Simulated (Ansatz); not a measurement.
This script for Ansatz 0.2.0, Python API starts 2 runs on MoS2, space group P-3m1. What input does the engine get in each?

`run_nc_paw.py`
```python
"""Two kinds of potentials on MoS2."""

import ansatz as az
import numpy as np


def count_gap(report):
    # lowest empty less highest filled band, counting bands; zero where they overlap
    return max(report.get("gap_by_band_count_ev") or 0.0, 0.0)

structure = (
    az.Lattice.of((3.22746, 0.0, 0.0), (-1.61373, 2.79507, 0.0), (0.0, 0.0, 6.31247))
    .atom("Mo", (0.0, 0.0, 0.5))
    .atom("S", (1 / 3, 2 / 3, 0.25532))
    .atom("S", (2 / 3, 1 / 3, 0.74468))
)

job = (
    structure.calculation()
    .functional(az.Functional.PBESOL)
    .kpoints(mesh=(10, 10, 5))
    .occupations("cold", width=0.1)
    .scf(tolerance=1e-10)
    .stress()
    .forces()
    .band_table()
)
variants = {
    "PAW": job.pseudopotentials("paw"),
    "norm-conserving": job.pseudopotentials("nc"),
}
# totals differ by the cores that each treatment holds, so compare what does not depend on them
rows = []
for label, variant in variants.items():
    data = variant.run().report
    levels = np.array(data["eigenvalues_ev"][0]) - data["fermi_energy_ev"]
    print(label, "levels at the first k-point near E_F:", np.round(levels[np.abs(levels) < 5], 3))
    rows.append((label, data["n_electrons"], np.trace(data["stress_gpa"]) / 3, float(np.abs(data["forces_ev_ang"]).max()), count_gap(data)))
lines = [",".join(["treatment", "electrons in bands", "P GPa", "max force component eV/A", "gap by band count eV"])] + [",".join(f"{v:.4f}" if isinstance(v, float) else str(v) for v in row) for row in rows]
print("\n".join(lines))
with open("nc_paw.csv", "w") as handle:
    handle.write("\n".join(lines) + "\n")
```

Run 1:
```yaml
crystal:
  lattice:
    - [3.22746, 0.0, 0.0]
    - [-1.61373, 2.79507, 0.0]
    - [0.0, 0.0, 6.31247]
  atoms:
    - { symbol: Mo, position: [0.0, 0.0, 0.5] }
    - { symbol: S, position: [0.3333333333333333, 0.6666666666666666, 0.25532] }
    - { symbol: S, position: [0.6666666666666666, 0.3333333333333333, 0.74468] }
kpoints:
  mp_grid:
    grid: [10, 10, 5]
hamiltonian:
  xc: pbesol
  pseudopotentials:
    kind: paw
scf:
  convergence:
    dr2_threshold: 1.0e-10
  occupations:
    method: cold
    width: 0.1
output:
  forces: true
  stress: true
  eigenvalues: true
```

Run 2, against run 1:
```diff
-    kind: paw
+    kind: nc
```

```console
$ python run_nc_paw.py
DeckWarning: basis.ecutwfc = 420 eV, auto-derived from the records' recommended cutoffs: set by Mo (normal level)
PAW levels at the first k-point near E_F: [-4.115 -4.115 -1.892 -1.162 -1.04  -1.04  -0.37  -0.37   3.128  3.128]
DeckWarning: basis.ecutwfc = 1088.45545 eV, auto-derived from the records' recommended cutoffs: set by Mo (normal level)
norm-conserving levels at the first k-point near E_F: [-4.119 -4.119 -1.892 -1.162 -1.04  -1.04  -0.371 -0.371  3.124  3.124]
treatment,electrons in bands,P GPa,max force component eV/A,gap by band count eV
PAW,26.0000,-3.3817,0.0137,0.0000
norm-conserving,26.0000,-3.3090,0.0216,0.0000
```
(Warnings from the package without file and line.)

PAW gives -3.382 GPa and norm-conserving -3.309 GPa, 0.07 GPa apart. They took 2.5 and 7.9 s of processor time.

Reading the output:
- No spin polarisation was allowed.
- The computed bands are complete only to about 2.8 eV above the Fermi level.
- A gap by band count of zero or less means overlapping bands, a metal.
- The structure comes from a database of computed cells and needn't be a stable or known phase.
- Levels are Kohn-Sham eigenvalues on this mesh, without spin-orbit coupling.
- Stress is positive in compression.
- Timing: 11 s on 1 thread of Intel(R) Xeon(R) Processor @ 2.30GHz, on a shared host, peak memory 0.65 GiB.
